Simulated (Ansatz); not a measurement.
CH₉NOSi₂, SMILES NCO[SiH2][SiH3], a single point from an input written key by key

Program: the Python package of Ansatz (0.2.0).

The script, `deck_ch9nosi2.py`:
```python
import ansatz as az

DECK = """
crystal:
  periodic: [false, false, false]
  atoms:
    - { symbol: "N", position_ang: [-1.1808, 2.2717, 0.9556] }
    - { symbol: C, position_ang: [-0.1284, 1.4268, 0.6489] }
    - { symbol: O, position_ang: [-0.4756, 0.7381, -0.55] }
    - { symbol: Si, position_ang: [0.7193, -0.3799, -1.1131] }
    - { symbol: Si, position_ang: [0.346, -2.4592, -0.1137] }
    - { symbol: H, position_ang: [-1.3551, 2.9255, 0.1232] }
    - { symbol: H, position_ang: [-2.0441, 1.7455, 0.9745] }
    - { symbol: H, position_ang: [0.049, 0.7561, 1.484] }
    - { symbol: H, position_ang: [0.7929, 2.0406, 0.5677] }
    - { symbol: H, position_ang: [2.023, 0.113, -0.8291] }
    - { symbol: H, position_ang: [0.4587, -0.5111, -2.5588] }
    - { symbol: H, position_ang: [1.3613, -3.4289, -0.5791] }
    - { symbol: H, position_ang: [0.4671, -2.294, 1.3616] }
    - { symbol: H, position_ang: [-1.0463, -2.9734, -0.3429] }
basis:
  gaussian: { orbitals: def2-SVP, nuclear_model: point }
hamiltonian:
  xc: hf
"""

session = az.Session.from_yaml(DECK)
rep = session.plan(threads=1).execute().report

print(f"E = {rep['free_energy_ev']:.6f} eV = {rep['free_energy_ev'] / 27.211386246:.7f} Ha")
print("converged:", rep["converged"], " doubts:", rep["published_state_doubts"] or "none")
symbols = ["N", "C", "O", "Si", "Si", "H", "H", "H", "H", "H", "H", "H", "H", "H"]
```

Running `python deck_ch9nosi2.py` prints:
```text
E = -20407.864713 eV = -749.9751953 Ha
converged: True  doubts: none
```

Caveats:
- The settings weren't tested for convergence.
- The geometry is a force-field or estimated start, not a minimum of this method, and the basis set is short of its limit.
- Finished in 1.6 s on 1 thread of Arm Neoverse V2, on a shared host, peak memory 0.29 GiB.

(Lines on the test bed's own set-up are left out of the output.)
